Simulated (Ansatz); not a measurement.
Wanted: the native input for an Ansatz 0.2.0 run.

```yaml
Task: projected density of states
Functional: PBE
Potentials_or_basis: all-electron LAPW, scalar-relativistic
Cutoff: 227 eV (chosen from the basis error)
Basis_error_allowed: 0.002 eV/atom
k_mesh: 6 × 6 × 1
Occupations: fermi-dirac, width 0.05 eV
Spin: no spin polarisation
```

In2H, a sheet with vacuum:

```
CELL_PARAMETERS angstrom
4.95568 0.00000 0.00000
-2.47784 4.29174 0.00000
0.00000 0.00000 25.48707
ATOMIC_POSITIONS crystal
In 0.33333 0.66667 0.28867
In 0.66667 0.33333 0.28867
H 0.00000 0.00000 0.28892
```

The cell was built by a generator and needn't be a form met in nature.

One way to write it, as run:

input.yaml

```yaml
crystal:
  lattice:
    - [4.95568, 0.0, 0.0]
    - [-2.47784, 4.29174, 0.0]
    - [0.0, 0.0, 25.48707]
  atoms:
    - { symbol: In, position: [0.33333, 0.66667, 0.28867] }
    - { symbol: In, position: [0.66667, 0.33333, 0.28867] }
    - { symbol: H, position: [0.0, 0.0, 0.28892] }
kpoints:
  mp_grid: { grid: [6, 6, 1] }
  band_path:
    path:
      - [0.0, 0.0, 0.0]
      - [0.5, 0.0, 0.0]
      - [0.3333333333, 0.3333333333, 0.0]
      - [0.0, 0.0, 0.0]
      - [0.0, 0.0, 0.5]
      - [0.5, 0.0, 0.5]
      - [0.3333333333, 0.3333333333, 0.5]
      - [0.0, 0.0, 0.5]
    npoints: 6
scf:
  occupations: { method: fermi_dirac, width: 0.05 }
hamiltonian:
  xc: pbe
  pseudopotentials: { kind: all_electron, lapw: { basis_error: 0.002 } }
output:
  forces: true
  stress: true
  eigenvalues: true
  fatbands: true
  dos: { projected: true, de: 0.2, e_range: [-10, 8] }
  populations: true
```

Potentials or basis: all-electron LAPW, scalar-relativistic.

Command:

```bash
$ ansatz run input.yaml --threads 4 --pin off --max-ram 14336MiB --backend cpu --events-out ev --progress --plain --runs-dir out
```

Results of the run:

| Quantity | Value |
| --- | --- |
| Band gap along the path | none (metal or under the smearing width) |
| Loewdin charges | In +0.10; H -0.12 e |
| Work function | 3.93 eV |

Caveat: spin-orbit coupling is left out, which moves the levels of the heavy elements; the density of states is complete only up to the lowest level of the last band computed.

Wall time 73 s on 4 threads of Intel(R) Xeon(R) Processor @ 2.50GHz (Skylake/Cascade Lake), on a shared host, peak memory 1.1 GiB.
